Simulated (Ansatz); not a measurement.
Crystal: HfRu3.

```
Hf Ru
1.0
     3.95577    0.00000    0.00000
     0.00000    3.95577    0.00000
     0.00000    0.00000    3.95577
Hf Ru
1 3
Direct
  0.00000 0.00000 0.00000
  0.00000 0.50000 0.50000
  0.50000 0.00000 0.50000
  0.50000 0.50000 0.00000
```

The cell comes from a database or a generator and needn't be the stable form of this composition.

* Program: Ansatz 0.2.0
* Task: relaxation of cell and atoms
* Functional: PBEsol
* Potentials or basis: Ansatz PAW
* Cutoff: 420 eV (not typed: the program's choice for these potentials)
* k mesh: 7 × 7 × 7
* Occupations: fermi-dirac, width 0.05 eV
* Spin: no spin polarisation

At the start: volume 15.48 Å³/atom.

Task: Where does the relaxation end?

Result: It ends after 5 steps and the volume is 14.85 Å³/atom (-4.0 %); space group Pm-3m (No. 221, to 0.05 Å).

The path:
```tsv
step	energy change (eV)	largest force (eV/Å)	volume (Å³)
1	0.0000	0.0000	61.90
2	-0.0773	0.0000	59.73
3	-0.0788	0.0000	59.38
4	-0.0788	0.0000	59.41
5	-0.0779	0.0000	59.41
```

Final structure:
```
Hf Ru
1.0
     3.90190    0.00000    0.00000
     0.00000    3.90190    0.00000
     0.00000    0.00000    3.90190
Hf Ru
1 3
Direct
  0.00000 0.00000 0.00000
  0.00000 0.50000 0.50000
  0.50000 0.00000 0.50000
  0.50000 0.50000 0.00000
```

Caveat: the plane-wave basis is chosen anew once the cell has moved, so the energies of steps on either side of that aren't comparable; the PAW data sets come from PBE, with cores solved anew for the run's functional, which leaves a small shift of forces and pressure.
